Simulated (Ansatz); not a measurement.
# The cluster Si₅B−: trial inputs and their diagnosis

Aim: try 1 input for the cluster Si₅B− as typed, read how each ends, and find what has to change.

Method: the settings change from run to run; program: Ansatz 0.2.0, Gaussian basis.

3 further runs of the same task are left out: 3 set aside as unsound or not needed. Runs told in other sessions of the task aren't counted.

**1. The molecule**

The geometry comes from an earlier relaxation with PBE-D4/def2-SVPD; it is a stationary point.

6 atoms, charge -1, spin multiplicity 1.

Atoms are counted from 1 here; the program's logs count them from 0.

Bond lengths: B1–Si2 2.098 Å, B1–Si4 1.922 Å, B1–Si5 1.887 Å, Si2–Si5 2.380 Å, Si2–Si6 2.469 Å, Si3–Si4 2.253 Å, Si3–Si6 2.344 Å, Si4–Si6 2.490 Å. Angles: Si2–B1–Si4 88.2°, Si2–B1–Si5 73.1°, Si4–B1–Si5 160.3°, B1–Si2–Si5 49.4°, B1–Si2–Si6 91.7°, Si5–Si2–Si6 134.6°, Si4–Si3–Si6 65.6°, B1–Si4–Si3 154.4°, B1–Si4–Si6 95.4°, Si3–Si4–Si6 59.0°, B1–Si5–Si2 57.5°, Si2–Si6–Si3 118.3°, Si2–Si6–Si4 68.7°, Si3–Si6–Si4 55.4°.

**2. Try 1**

The input, in.yaml:

```yaml
crystal:
  periodic: [false, false, false]
  atoms:
    - {symbol: B, position_ang: [0.186803, 0.864290, -1.056420]}
    - {symbol: Si, position_ang: [-1.135516, -0.619854, -0.734811]}
    - {symbol: Si, position_ang: [1.468549, -0.768405, 2.254905]}
    - {symbol: Si, position_ang: [1.191170, 0.192369, 0.337338]}
    - {symbol: Si, position_ang: [-0.676212, -0.569102, 1.640401]}
    - {symbol: Si, position_ang: [-0.676212, -0.619102, 1.590401]}
basis:
  gaussian: {orbitals: cc-pVTZ, fitting: {mean_field: cc-pVTZ-jkfit}, point_charges: [{charge: 1.00, position_ang: [5.588, -0.886, 0.432]}]}
total_charge: -1
magnetization: {spin_polarized: true, initial_magnetization: 2}
hamiltonian: {xc: {name: SVWN5}}
scf: {omitted_lower_state_checks: [starts]}
output: {forces: true}
```

Command:

```sh
> ansatz run in.yaml --threads 4 --pin off --events-out ev --progress --plain --max-ram 4787MiB
```

Q: Predict the results of all the runs planned.

**Answer**, as computed:

| try | level | ended | cause | time |
| --- | --- | --- | --- | --- |
| 1 | SVWN5/cc-pVTZ | converged | one atom was put on top of another | 3.6 s |

In words: 1 converged. The dangerous case is the input that converges on a wrong geometry, charge, spin, basis or grid: often only a look at the input shows it.
